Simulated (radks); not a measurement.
# The first electron to leave Pd⁸⁺

Aim: remove one electron from each of the outer sub-shells of Pd⁸⁺ ([Kr] 4d(3/2: 2, 5/2: 0)) in turn, let the ion relax, and find the cheapest removal. The parent's configuration is the lowest that an earlier search found at this level.

The numbers are computed with radks (a radial shooting solver on a logarithmic mesh, Libxc functionals) version 1 (Dirac Kohn-Sham, PBE, spin-unpolarised, spherical densities, finite nucleus), except any that are marked as measured or tabulated.

4 further runs of the same task are left out: 4 set aside as unsound or not needed.

## 1. What is computed

```
element            : palladium (Z = 46)
charge             : +8
electrons          : 38
configuration      : [Kr] 4d(3/2: 2, 5/2: 0)
nuclear rms radius : 4.5318 fm
```

A shell typed twice in an input gives the lower j, then the higher j.

## 2. The parent, Pd⁸⁺

The parent was computed earlier with the same settings: E = -5029.125325 hartree. Its outer levels (eV):

```tsv
level	occupation	energy (eV)
3p3/2	4	-653.48
3d3/2	4	-475.53
3d5/2	6	-469.95
4s1/2	2	-221.78
4p1/2	2	-188.79
4p3/2	4	-183.51
4d3/2	2	-130.41
4d5/2	0	-129.57
```

## 3. Remove 4d3/2: [Kr] 4d(3/2: 1, 5/2: 0)

Settings of this run:

```text
Z 46
configuration [Kr] 4d1 4d0
relativity Dirac
functional pbe,pbe
spin unpolarised
j_filling energy
nucleus finite rms 4.5318 fm
c 137.035999084
```

## 4. Remove 4p3/2: [Ar] 3d10 4s2 4p(1/2: 2, 3/2: 3) 4d(3/2: 2, 5/2: 0)

Settings, as their differences from step 3:

```diff
@@ -1,3 +1,3 @@
 Z 46
-configuration [Kr] 4d1 4d0
+configuration [Ar] 3d10 4s2 4p2 4p3 4d2 4d0
 relativity Dirac
```

## 5. Remove 4p1/2: [Ar] 3d10 4s2 4p(1/2: 1, 3/2: 4) 4d(3/2: 2, 5/2: 0)

Settings, as their differences from step 4:

```diff
@@ -1,3 +1,3 @@
 Z 46
-configuration [Ar] 3d10 4s2 4p2 4p3 4d2 4d0
+configuration [Ar] 3d10 4s2 4p1 4p4 4d2 4d0
 relativity Dirac
```

## 6. Remove 4s1/2: [Ar] 3d10 4s1 4p6 4d(3/2: 2, 5/2: 0)

Settings, as their differences from step 5:

```diff
@@ -1,3 +1,3 @@
 Z 46
-configuration [Ar] 3d10 4s2 4p1 4p4 4d2 4d0
+configuration [Ar] 3d10 4s1 4p6 4d2 4d0
 relativity Dirac
```

Before running it: what results should come out? Wanted: for each run, case; final configuration; Δ-SCF; −ε of the level emptied.

**Answer**, as computed:

```tsv
case	final configuration	Δ-SCF (eV)	−ε of the level emptied (eV)
remove 4d3/2	[Kr] 4d(3/2: 1, 5/2: 0)	140.54	130.41
remove 4p3/2	[Ar] 3d10 4s2 4p(1/2: 2, 3/2: 3) 4d(3/2: 2, 5/2: 0)	194.67	183.51
remove 4p1/2	[Ar] 3d10 4s2 4p(1/2: 1, 3/2: 4) 4d(3/2: 2, 5/2: 0)	200.16	188.79
remove 4s1/2	[Ar] 3d10 4s1 4p6 4d(3/2: 2, 5/2: 0)	233.60	221.78
```

**Reading.** The 4d3/2 electron leaves first, at 140.54 eV; the next cheapest, 4p3/2, costs 194.67 eV. 4d3/2 is also the highest occupied level of the parent. NIST lists 141 eV (theoretical), between the same two configurations. Spin polarisation and multiplet splitting are left out, so open shells lie too high by an amount that depends on their filling.
